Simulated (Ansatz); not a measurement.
# ScFeF2: two electronic states of one cell

Aim: solve ScFeF2 (a borrowed structure type, volume estimated) from each of its saved states, at one geometry and mesh, and see which is lowest and how they differ.

Computed, not measured: Ansatz 0.2.0, DFT, LDA, spin-orbit coupling, plane waves, PAW.

### Step 1. The cell

The structure is hexagonal, space group P6_3/mmc (No. 194). Conventional cell: a = 3.320 Å, b = 3.320 Å, c = 11.758 Å, α = 90.00°, β = 90.00°, γ = 120.00°. Around Fe (site symmetry -6m2) lie 2 F at 1.89 Å. Sc (site symmetry -3m) has 6 F at 2.19 Å as nearest neighbours. F (site symmetry 3m) is surrounded by 1 Fe at 1.89 Å and 3 Sc at 2.19 Å.

In its conventional cell, by symmetry (the run takes the cell typed in the input):

```cif
data_structure
_symmetry_space_group_name_H-M 'P6_3/mmc'
_symmetry_Int_Tables_number 194
_cell_length_a 3.3197
_cell_length_b 3.3197
_cell_length_c 11.7579
_cell_angle_alpha 90.000
_cell_angle_beta 90.000
_cell_angle_gamma 120.000
_cell_volume 112.22
loop_
_atom_site_label
_atom_site_type_symbol
_atom_site_symmetry_multiplicity
_atom_site_Wyckoff_symbol
_atom_site_fract_x
_atom_site_fract_y
_atom_site_fract_z
_atom_site_occupancy
Fe1 Fe 2 c 0.33333 0.66667 0.25000 1
Sc1 Sc 2 a 0.00000 0.00000 0.50000 1
F1 F 4 f 0.33333 0.66667 0.08928 1
```

The states: A, Fe1 along (0.00, 0.00, 1.00), Fe2 along (0.00, 0.00, 1.00), Sc3 along (0.00, 0.00, -1.00), Sc4 along (0.00, 0.00, -1.00) (spin-orbit spin); B, Fe1 along (1.00, 0.00, 0.00), Fe2 along (1.00, 0.00, 0.00), Sc3 along (-1.00, 0.00, 0.00), Sc4 along (-1.00, 0.00, 0.00) (spin-orbit spin). Each run reads its own saved solution as saved_state.

### Step 2. State A: the run

File input.yaml:

```yaml
crystal:
  lattice:
    - [3.31969287, 0.0, 0.0]
    - [-1.65984694, 2.87494395, 0.0]
    - [0.0, 0.0, 11.75792723]
  atoms:
    - { symbol: Fe, position: [0.3333, 0.6667, 0.25], spin: 4, spin_axis: [0.0, 0.0, 1.0] }
    - { symbol: Fe, position: [0.6666, 0.3333, 0.75], spin: 4, spin_axis: [0.0, 0.0, 1.0] }
    - { symbol: Sc, position: [0.0, 0.0, 0.5] }
    - { symbol: Sc, position: [0.0, 0.0, 0.0] }
    - { symbol: F, position: [0.3333, 0.6667, 0.08928] }
    - { symbol: F, position: [0.6666, 0.3333, 0.58928] }
    - { symbol: F, position: [0.3333, 0.6667, 0.41072] }
    - { symbol: F, position: [0.6667, 0.3334, 0.91072] }
kpoints:
  mp_grid: { grid: [6, 6, 2], shift: [0.0, 0.0, 0.5] }
  band_path:
    path:
      - [0.0, 0.0, 0.0]
      - [0.49999962, 4.1e-07, 0.0]
      - [0.33333308, 0.333334, 0.0]
      - [0.0, 0.0, 0.0]
      - [0.0, 0.0, 0.5]
      - [0.49999962, 4.1e-07, 0.5]
      - [0.33333308, 0.333334, 0.5]
      - [0.0, 0.0, 0.5]
    npoints: 7
magnetization:
  noncollinear: true
  spin_orbit: true
scf:
  occupations: { method: fermi_dirac, width: 0.0289 }
  lower_state_search: "off"
  max_iter: 200
hamiltonian:
  pseudopotentials: { kind: paw_fr }
  xc: lda
basis:
  ecutwfc: 420
  fft_grid_basis: typed
output:
  forces: true
  stress: true
  eigenvalues: true
  bader: true
  populations: true
  elf: true
  write_potential: true
  volumetric_format: npy
  dos:
    e_range: [-12, 8]
    de: 0.05
    projected: { site_lists: { F: [F], Fe: [Fe], Sc: [Sc] } }
    method: { smearing: { sigma: 0.1, scheme: gaussian } }
checkpoint:
  read: saved_state
```

### Step 4. State B: the run

input.yaml: that of step 2 with these lines changed.

```diff
@@ -6,4 +6,4 @@
   atoms:
-    - { symbol: Fe, position: [0.3333, 0.6667, 0.25], spin: 4, spin_axis: [0.0, 0.0, 1.0] }
-    - { symbol: Fe, position: [0.6666, 0.3333, 0.75], spin: 4, spin_axis: [0.0, 0.0, 1.0] }
+    - { symbol: Fe, position: [0.3333, 0.6667, 0.25], spin: 4, spin_axis: [1.0, 0.0, 0.0] }
+    - { symbol: Fe, position: [0.6666, 0.3333, 0.75], spin: 4, spin_axis: [1.0, 0.0, 0.0] }
     - { symbol: Sc, position: [0.0, 0.0, 0.5] }
@@ -16,13 +16,2 @@
   mp_grid: { grid: [6, 6, 2], shift: [0.0, 0.0, 0.5] }
-  band_path:
-    path:
-      - [0.0, 0.0, 0.0]
-      - [0.49999962, 4.1e-07, 0.0]
-      - [0.33333308, 0.333334, 0.0]
-      - [0.0, 0.0, 0.0]
-      - [0.0, 0.0, 0.5]
-      - [0.49999962, 4.1e-07, 0.5]
-      - [0.33333308, 0.333334, 0.5]
-      - [0.0, 0.0, 0.5]
-    npoints: 7
 magnetization:
```

(Steps that only read results are left out.)

What does the calculation give? Wanted: for each run, free energy; largest site moment; size of the net moment; gap; pressure; largest force.

The runs gave:

```
state  free energy (meV/atom)  largest site moment (μB)  size of the net moment (μB/cell)  gap (eV)  pressure (GPa)  largest force (eV/Å)  SCF cycles
    A                     0.0                      2.44                              3.02     metal            -3.4                  1.54          14
    B                     0.6                      2.44                              3.01     metal            -3.4                  1.53          14
```

What this shows: States A and B are level within 1 meV per atom. The atoms are far from rest (forces to 1.5 eV/Å), so order and character hold for this geometry alone.

Limits of this run: a 3d oxide or halide that comes out metallic without a U or exact exchange, which may be an insulator in nature; the k mesh is coarse for a cell without a gap; the SCF threshold is loose for a stress.
